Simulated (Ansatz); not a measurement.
# CH3BClF: short molecular-dynamics run in Python

How does CH3BClF move over a short run? Aim: a short molecular-dynamics run, for CH3BClF, run from a script.

All numbers are computed with the Python package of Ansatz 0.2.0. Level of theory: BLYP+D4/6-31G.

**1. Starting point**

Bond lengths: C1–B2 1.536 Å, B2–F3 1.414 Å, B2–Cl4 1.796 Å, C1–H5 1.168 Å, C1–H6 1.141 Å, C1–H7 1.115 Å. Angles: C1–B2–F3 118.7°, C1–B2–Cl4 122.5°, F3–B2–Cl4 118.7°, B2–C1–H5 110.2°, B2–C1–H6 112.3°, B2–C1–H7 113.6°, H5–C1–H6 104.8°, H5–C1–H7 107.4°, H6–C1–H7 108.0°.

The script holds or builds the structure itself.

**2. Script**

md.py reads:

```python
'''A short Born-Oppenheimer trajectory of CH3BClF.'''

import ansatz as az
import numpy as np

BASIS_SET = '6-31G'
XC = 'blyp'
DISPERSION = 'd4'
N_STEPS = 30
TEMPERATURE_K = 800

geometry = (
    az.Crystal.molecule()
    .atom('C', [-0.0493, 0.6945, -0.0934])
    .atom('B', [0.159, -0.8039, 0.1726])
    .atom('F', [1.146, -1.1978, 1.1058])
    .atom('Cl', [-0.7514, -2.0764, -0.7082])
    .atom('H', [-0.9056, 0.8516, -0.872])
    .atom('H', [-0.3956, 1.2556, 0.8378])
    .atom('H', [0.858, 1.2085, -0.4883])
)

setup = (
    geometry.calculation()
    .basis(gaussian=BASIS_SET)
    .functional(XC, dispersion=DISPERSION)
)
symbols = [site.symbol for site in geometry.cartesian_sites]
start = np.array([site.position_ang for site in geometry.cartesian_sites], dtype=float)
summary = setup.relax(force_tolerance=0.02, max_steps=100).run(threads=1, backend='cpu').report
end = np.array(summary['positions_ang'])
minimum = az.Crystal.molecule()
for symbol, place in zip(symbols, end):
    minimum = minimum.atom(symbol, place.tolist())

# dynamics from the relaxed geometry
setup = (
    minimum.calculation()
    .basis(gaussian=BASIS_SET)
    .functional(XC, dispersion=DISPERSION)
    .md('nve', timestep=1.0, steps=N_STEPS, temperature=TEMPERATURE_K, initial_velocities='maxwell_boltzmann', seed=49)
)
frames = []
res = setup.session().plan().execute(on_event=lambda e: frames.append(e['data']) if e['event'] == 'md_step' else None)
print('t (fs)   E_pot (eV)      E_kin (eV)   T (K)   d(0-1) (A)')
for f in frames[::2]:
    xyz = np.array(f['positions_ang'])
    print(f'{f["time_fs"]:6.2f} {f["lagrangian_ev"]:14.5f} {f["e_kin_ev"]:10.5f} {f["temperature_k"]:8.1f} {np.linalg.norm(xyz[0] - xyz[1]):9.4f}')
kept = np.array([f['conserved_ev'] for f in frames])
print(f'conserved energy moves by at most {1000 * np.ptp(kept):.3f} meV')
```

**3. Running it**

Started as:

```sh
> python md.py
```

Q: Predict the main results. Wanted: moves of the relaxation of run 1; energy gained in run 1; last largest force component of run 1; mean temperature, second half; farthest move; largest change of the conserved energy.

The runs gave:

| quantity | value |
| --- | --- |
| runs compared | 2 |
| moves of the relaxation of run 1 | 4 |
| energy gained in run 1 | 0.154 eV |
| last largest force component of run 1 | 0.0056 eV/Å |
| length of the run | 30 steps, 30 fs |
| mean temperature, second half | 384 K |
| farthest move | 0.26 Å |
| largest change of the conserved energy | 3.23 meV/atom |

**Reading.** In CPU time, run 2 (dynamics) cost about 4.1 times as much as run 1 (relaxation). Run 1: After 4 moves the largest shift is 0.063 Å, of atom 4 (Cl). The temperature swings between 77 and 800 K, with a mean of 384 K in the second half; from a start near a minimum about half of the kinetic energy passes into potential energy. The conserved energy stays within 3.23 meV/atom, which is much: the time step is long for this motion. 30 fs show the first vibrations only, not equilibrium. The trajectory is only some femtoseconds long, and gives no averages; where the script doesn't relax first, it starts from a rough generated geometry. The temperature counts the internal degrees of freedom alone. With hydrogen a step over 0.5 fs is long.
